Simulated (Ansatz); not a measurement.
# Ta2P3Au: a trial structure relaxed

The task: take a trial cell of Ta2P3Au to zero force and stress.

Computed with Ansatz 0.2.0 (DFT PBE, scalar-relativistic, plane waves, PAW, unless a step's input says otherwise).

## Step 1: The system as given

It takes space group P6/mmm (No. 191, hexagonal). Conventional cell: a = 6.121 Å, b = 6.121 Å, c = 3.379 Å, α = 90.00°, β = 90.00°, γ = 120.00°. Ta (site symmetry -6m2) is surrounded by 6 P at 2.44 Å. P (site symmetry mmm) has 4 Ta at 2.44 Å and 4 Au at 3.50 Å in its first shell of neighbours. Au (site symmetry 6/mmm) is surrounded by 2 Au at 3.38 Å and 12 P at 3.50 Å and 6 Ta at 3.53 Å.

Coordinates:

```cif
data_structure
_symmetry_space_group_name_H-M 'P6/mmm'
_symmetry_Int_Tables_number 191
_cell_length_a 6.1207
_cell_length_b 6.1207
_cell_length_c 3.3788
_cell_angle_alpha 90.000
_cell_angle_beta 90.000
_cell_angle_gamma 120.000
_cell_volume 109.62
loop_
_atom_site_label
_atom_site_type_symbol
_atom_site_symmetry_multiplicity
_atom_site_Wyckoff_symbol
_atom_site_fract_x
_atom_site_fract_y
_atom_site_fract_z
_atom_site_occupancy
Ta1 Ta 2 c 0.33333 0.66667 0.00000 1
P1 P 3 g 0.50000 0.00000 0.50000 1
Au1 Au 1 a 0.00000 0.00000 0.00000 1
```

The cell is invented: species swapped into a database cell of DyB2Ru3 (P6/mmm, No. 191), with Au on the Dy sites, Ta on the B sites and P on the Ru sites. Its size is a rough estimate.

## Step 2: Probe: one point on a coarse mesh

File input.yaml:

```yaml
crystal:
  lattice:
    - [6.12069821, 0.0, 0.0]
    - [-3.0603491, 5.30068014, 0.0]
    - [0.0, 0.0, 3.37884335]
  atoms:
    - { symbol: Ta, position: [0.33333333, 0.66666667, 0.0] }
    - { symbol: Ta, position: [0.66666667, 0.33333333, 0.0] }
    - { symbol: P, position: [0.5, 0.0, 0.5] }
    - { symbol: P, position: [0.5, 0.5, 0.5] }
    - { symbol: P, position: [0.0, 0.5, 0.5] }
    - { symbol: Au, position: [0.0, 0.0, 0.0] }
basis:
  ecutwfc: 420
kpoints:
  mp_grid: { grid: [3, 3, 6] }
hamiltonian:
  xc: pbe
scf:
  occupations: { method: gaussian, width: 0.1 }
  lower_state_search: "off"
output:
  forces: true
  stress: true
  eigenvalues: true
```

The run is started by

```console
$ ansatz run input.yaml --threads 1 --pin off --max-ram 2560MiB --backend cpu --events-out ev --progress --plain --runs-dir out
```

The session goes on with these runs: rough relaxation on the coarse mesh; relaxation on the finer mesh.

Q: Predict the outcome of this session. Wanted: conventional cell; volume; energy over the elements, black P; gap on the mesh.

**Answer**, as computed:

| quantity | value |
| --- | --- |
| symmetry at the end (tolerance 0.05 Å) | space group P6/mmm (No. 191) |
| conventional cell | a = 5.236 Å, b = 5.236 Å, c = 4.169 Å, α = 90.00°, β = 90.00°, γ = 120.00° |
| volume | 16.49 Å³/atom |
| energy over the elements, black P | -0.13 eV/atom |
| gap on the mesh | none (metal) |

What this shows: The space group P6/mmm (No. 191) is kept, and the volume per atom shrinks by 9.7 % from the first guess. It lies below the elements, which doesn't yet make it stable: competing phases were not computed in this session. No finished test with a distortion of lower symmetry is shown, so the end may be a saddle point. The runs treat Au, Ta without spin-orbit coupling.
